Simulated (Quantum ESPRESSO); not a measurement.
Crystal: AgRh.

```
CELL_PARAMETERS angstrom
2.77759 0.00000 0.00000
-1.38879 2.40546 0.00000
0.00000 0.00000 4.80860
ATOMIC_POSITIONS crystal
Ag 0.00000 0.00000 0.50000
Rh 0.66667 0.33333 0.00000
```

The cell comes from a database or a generator and needn't be the stable form of this composition.

Base run:

```yaml
Program: Quantum ESPRESSO 7.5
Functional: PBE
Potentials_or_basis: SSSP 1.3 efficiency PBE
Cutoff: 816 eV
Density_cutoff: 3265 eV
k_mesh: 11 × 11 × 6
Occupations: fermi-dirac, width 0.05 eV
Spin: no spin polarisation
```

Its results: band gap on the k mesh none (metal or under the smearing width); pressure -2.7 GPa.

The run is repeated on the same cell with these changes: functional from PBE to PBEsol; potentials or basis from SSSP 1.3 efficiency PBE to GBRV 1.5 PBEsol; cutoff from 816 eV to 762 eV; density cutoff from 3265 eV to 6095 eV; valence electrons from 36 to 34. What comes out?

Band gap on the k mesh none (metal or under the smearing width); pressure -10.6 GPa.

Not every run made on this cell is shown here.
